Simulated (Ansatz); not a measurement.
# C3H3B (SMILES B=C=C=C): functionals against CCSD(T) at one geometry

One table from this session's results is given with a row withheld; the runs are named, their logs left out.

Computed with Ansatz 0.2.0, Gaussian basis. Level: single points in def2-TZVPP.

Correlated methods freeze the cores.

### The starting structure

SMILES `B=C=C=C`, 7 atoms, charge 0, spin multiplicity 1.

Atoms are counted from 1 here; the program's logs count them from 0.

Bond lengths: B1–C2 1.277 Å, B1–H5 1.239 Å, C2–C3 1.369 Å, C3–C4 1.305 Å, C4–H6 1.107 Å, C4–H7 1.078 Å. Angles: C2–B1–H5 173.9°, B1–C2–C3 177.2°, C2–C3–C4 178.7°, C3–C4–H6 119.4°, C3–C4–H7 120.4°, H6–C4–H7 119.8°.

Coordinates:

```xyz
7

B    -2.18940   -0.19120    0.21440
C    -0.91930   -0.10280    0.11820
C     0.43360    0.04240   -0.02890
C     1.72680    0.15240   -0.16850
H    -3.40100   -0.36550    0.40370
H     2.18120   -0.00730   -1.16470
H     2.35980    0.27580    0.69560
```

The first run:

run/in.yaml

```yaml
crystal:
  periodic: [false, false, false]
  atoms:
    - {symbol: B, position_ang: [-2.189400, -0.191200, 0.214400]}
    - {symbol: C, position_ang: [-0.919300, -0.102800, 0.118200]}
    - {symbol: C, position_ang: [0.433600, 0.042400, -0.028900]}
    - {symbol: C, position_ang: [1.726800, 0.152400, -0.168500]}
    - {symbol: H, position_ang: [-3.401000, -0.365500, 0.403700]}
    - {symbol: H, position_ang: [2.181200, -0.007300, -1.164700]}
    - {symbol: H, position_ang: [2.359800, 0.275800, 0.695600]}
basis:
  gaussian: {orbitals: def2-TZVPP}
correlation: {method: ccsd_t}
output: {forces: true}
```

The command line of these runs was not kept.

Among the steps run: CCSD(T)/def2-TZVPP; PBE0-D4/def2-TZVPP; wB97M-V/def2-TZVPP; r2SCAN-D4/def2-TZVPP; PBE-D4/def2-TZVPP; wB97X-V/def2-TZVPP; B97M-V/def2-TZVPP.

One table of the session follows, with a row left open; its other results are not shown here.

```
   method  RMS force component (eV/Å)  angle to CCSD(T) forces (°)  dipole (D)
  CCSD(T)                       2.894                    reference        0.87
  PBE0-D4                       2.828                          5.2        0.92
  wB97M-V                       2.735                          4.9        0.92
r2SCAN-D4                       2.849                          4.4        0.95
   PBE-D4                           ?                            ?           ?
  wB97X-V                       2.764                          4.6        0.88
   B97M-V                       2.838                          5.2        1.01
```

**Question.** Estimate the row for PBE-D4.

The run gave: RMS force component (eV/Å): 2.829; angle to CCSD(T) forces (°): 3.7; dipole (D): 0.99. In the column «RMS force component (eV/Å)» it lies between PBE0-D4 (2.828) and B97M-V (2.838).
